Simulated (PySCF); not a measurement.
# FGe₂H₇N₂: electronic excitations

Wanted: the electronic excitations of FGe₂H₇N₂ (`[NH2][Ge@@H]([F])[NH][GeH3]`), by calculation.

The runs use PySCF 2.14.0, with density-fitted response routines of our own; the level of theory stands in each step. All values are computed, except where a source is named. Atoms are numbered from 0 throughout.

## (1) Starting geometry

12 atoms, charge 0, multiplicity 1; geometry from: GFN2-xTB.

Bonds of the start (Å): N0–Ge1 1.79, Ge1–F2 1.77, Ge1–N3 1.81, N3–Ge4 1.82, N0–H5 1.01, N0–H6 1.01, Ge1–H7 1.50, N3–H8 1.01, Ge4–H9 1.50, Ge4–H10 1.50, Ge4–H11 1.49.

## (2) TDDFT and polarisability: CAM-B3LYP/def2-SVPD

The job: settings as JSON, then the geometry in Å.

```
{"job": {"kind": "uv", "xc": "CAM-B3LYP", "basis": "def2-SVPD", "nstates": 8, "ntriplets": 3}, "charge": 0, "multiplicity": 1}
N     -1.323447     1.533033     0.096056
Ge    -0.845820     0.032618     0.952018
F     -2.240441    -1.006958     1.294712
N      0.140769    -0.984753    -0.166274
Ge     1.726674    -0.470363    -0.890002
H     -2.020085     2.115587     0.537775
H     -1.551748     1.433454    -0.883775
H     -0.333169     0.344160     2.324806
H      0.040083    -1.975851    -0.002059
H      2.810371    -0.299431     0.139217
H      2.106987    -1.553267    -1.849560
H      1.491023     0.831085    -1.578940
```

With the program's defaults for keys left out, this is: TDDFT CAM-B3LYP/def2-SVPD, vertical, gas phase, core orbitals frozen in the response.

Run with:

```bash
OMP_NUM_THREADS=1 python probes_run.py task.json out
```

This one command runs all jobs of the session in turn.

Predict these results of the whole session: lowest singlet (CAM-B3LYP/def2-SVPD); brightest single state of those computed; lowest triplet.

The runs gave:

```
                                quantity                        value
    lowest singlet (CAM-B3LYP/def2-SVPD)  6.35 eV (195 nm), f = 0.008
brightest single state of those computed  state 5, 7.74 eV, f = 0.062
                          lowest triplet                      5.92 eV
```

**Reading.** The lowest singlet, at 6.35 eV, is HOMO→LUMO 0.84 and is weak; of the 8 states computed, the strongest absorption comes from state 5 at 7.74 eV (the last state computed is bright too, and its partners may lie past the list). The lowest triplet lies 0.43 eV below the lowest singlet (triplets in Tamm-Dancoff, singlets in full TDDFT).
